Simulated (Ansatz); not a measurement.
# C2H3NSe: the cost of one run

Computed with Ansatz 0.2.0, Gaussian basis. Level: the settings change from run to run.

## (1) The geometry

The structure was relaxed beforehand with PBE0-D4 in a triple-zeta def2 set.

SMILES `NC#C[SeH]`, 7 atoms, charge 0, spin multiplicity 1.

Atoms are counted from 1 here; the program's logs count them from 0.

Bond lengths: N1–C2 1.330 Å, N1–H5 1.007 Å, N1–H6 1.007 Å, C2–C3 1.211 Å, C3–Se4 1.809 Å, Se4–H7 1.476 Å. Angles: C2–N1–H5 117.6°, C2–N1–H6 117.6°, H5–N1–H6 114.4°, N1–C2–C3 176.5°, C2–C3–Se4 171.8°, C3–Se4–H7 97.1°.

## (2) PBE-QIDH/def2-TZVP

Options: high accuracy, the search for lower states set to light.

Contents of in.yaml:

```yaml
crystal:
  periodic: [false, false, false]
  atoms:
    - {symbol: N, position_ang: [-0.024218, 1.119261, 1.273407]}
    - {symbol: C, position_ang: [-0.074689, 0.276366, 0.245273]}
    - {symbol: C, position_ang: [-0.058115, -0.521438, -0.665502]}
    - {symbol: Se, position_ang: [-0.251393, -1.601319, -2.104410]}
    - {symbol: H, position_ang: [0.202009, 2.081171, 1.077691]}
    - {symbol: H, position_ang: [-0.694369, 0.991785, 2.014634]}
    - {symbol: H, position_ang: [0.961975, -2.413825, -1.886692]}
basis:
  gaussian: {orbitals: def2-TZVP}
hamiltonian: {xc: {name: PBE-QIDH}}
accuracy: high
scf: {lower_state_search: light}
```

Launch:

```console
$ ansatz run in.yaml --threads 2 --pin off --events-out ev --progress --plain --max-ram 4352MiB
```

Q: Estimate wall time and peak memory on 2 threads of AMD EPYC 7B13, shared host.

About 11 s, with a peak of 0.66 GiB.
